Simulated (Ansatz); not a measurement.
**CH₄BF₂GaN₂: up Jacob's ladder to CCSD(T)**

An exercise on one series of results from a longer session: the logs are not shown, and one member is left open.

Computed with Ansatz 0.2.0, Gaussian basis. Level: functionals in def2-TZVPP, the program's frozen cores in correlated methods.

The runs, in order: LDA (SPW92), PBE-D4, revPBE-D4, BLYP-D4, r2SCAN-D4, B97M-V, PBE0-D4, B3LYP-D4, r2SCANh-D4, r2SCAN0-D4, HSE06-D4, BHLYP-D4, CAM-B3LYP-D4, LC-ωPBE, ωB97X-V, ωB97M-V, B2PLYP, PBE-QIDH; CCSD(T)/def2-SVP; CCSD(T)/def2-TZVPP; MP2/def2-QZVPP; extrapolation to the limit; RPA on PBE.

**Structure used throughout**

An earlier PBE0-D4 in a triple-zeta def2 set relaxation fixed the geometry.

SMILES `[NH2][Ga]([F])[C]1(F)BN1`, 11 atoms, charge 0, spin multiplicity 1.

Atoms are counted from 1 here; the program's logs count them from 0.

Bond lengths: N1–Ga2 1.796 Å, N1–H8 1.005 Å, N1–H9 1.005 Å, Ga2–F3 1.765 Å, Ga2–C4 1.950 Å, C4–F5 1.406 Å, C4–B6 1.561 Å, C4–N7 1.425 Å, B6–N7 1.347 Å, B6–H10 1.180 Å, N7–H11 1.006 Å. Angles: Ga2–N1–H8 123.8°, Ga2–N1–H9 122.9°, H8–N1–H9 113.1°, N1–Ga2–F3 113.7°, N1–Ga2–C4 131.1°, F3–Ga2–C4 115.2°, Ga2–C4–F5 110.4°, Ga2–C4–B6 128.4°, Ga2–C4–N7 123.3°, F5–C4–B6 116.3°, F5–C4–N7 113.4°, B6–C4–N7 53.4°, C4–B6–N7 58.1°, C4–B6–H10 155.7°, N7–B6–H10 146.1°, C4–N7–B6 68.5°, C4–N7–H11 134.9°, B6–N7–H11 156.5°.

Set-up of the first run:

in.yaml reads:

```yaml
crystal:
  periodic: [false, false, false]
  atoms:
    - {symbol: N, position_ang: [-0.225612, -2.238916, -1.311224]}
    - {symbol: Ga, position_ang: [0.406011, -0.904064, -0.288250]}
    - {symbol: F, position_ang: [2.087517, -1.122007, 0.201465]}
    - {symbol: C, position_ang: [-0.414126, 0.770144, 0.282567]}
    - {symbol: F, position_ang: [-1.805060, 0.727803, 0.083409]}
    - {symbol: B, position_ang: [0.231372, 2.189320, 0.362390]}
    - {symbol: N, position_ang: [-0.032282, 1.464551, 1.467188]}
    - {symbol: H, position_ang: [-1.173981, -2.292158, -1.638304]}
    - {symbol: H, position_ang: [0.317695, -3.051982, -1.543467]}
    - {symbol: H, position_ang: [0.641596, 3.210087, -0.065081]}
    - {symbol: H, position_ang: [-0.033140, 1.247222, 2.449319]}
basis:
  gaussian: {orbitals: def2-TZVPP}
hamiltonian: {xc: lda}
output: {orbitals: {seedname: orbitals}}
```

Command:

```console
ansatz run in.yaml --threads 2 --pin off --events-out ev --progress --plain --max-ram 32768MiB --backend cuda --devices 0, --max-vram 18GiB
```

Among the steps run: LDA; PBE-D4 (GGA); revPBE-D4 (GGA); BLYP-D4 (GGA); r2SCAN-D4 (meta-GGA); B97M-V (meta-GGA); B3LYP-D4 (hybrid); r2SCANh-D4 (hybrid); r2SCAN0-D4 (hybrid); HSE06-D4 (hybrid); BHLYP-D4 (hybrid); CAM-B3LYP-D4 (range-separated); LC-ωPBE (range-separated); ωB97X-V (range-separated); ωB97M-V (range-separated); B2PLYP (double hybrid); PBE-QIDH (double hybrid).

One of the session's tables, all rows but one given; the rest of the session is left out.

It belongs to the step «Frontier levels by functional». 

| functional | HOMO (eV) | gap (eV) |
| --- | --- | --- |
| LDA (SPW92) | ? | ? |
| PBE-D4 | -6.16 | 4.51 |
| revPBE-D4 | -6.08 | 4.55 |
| BLYP-D4 | -6.05 | 4.51 |
| r2SCAN-D4 | -6.44 | 5.09 |
| B97M-V | -6.48 | 5.07 |
| PBE0-D4 | -7.55 | 6.81 |
| B3LYP-D4 | -7.33 | 6.32 |
| r2SCANh-D4 | -6.96 | 5.92 |
| r2SCAN0-D4 | -7.74 | 7.16 |
| HSE06-D4 | -7.14 | 6.02 |
| BHLYP-D4 | -8.85 | 8.94 |
| CAM-B3LYP-D4 | -8.98 | 9.21 |
| LC-ωPBE | -10.33 | 11.78 |
| ωB97X-V | -9.95 | 11.26 |
| ωB97M-V | -9.85 | 10.89 |

Estimate the missing values for LDA (SPW92).

**Answer.** HOMO (eV): -6.37; gap (eV): 4.43. In the column «HOMO (eV)» it lies between r2SCAN-D4 (-6.44) and PBE-D4 (-6.16).
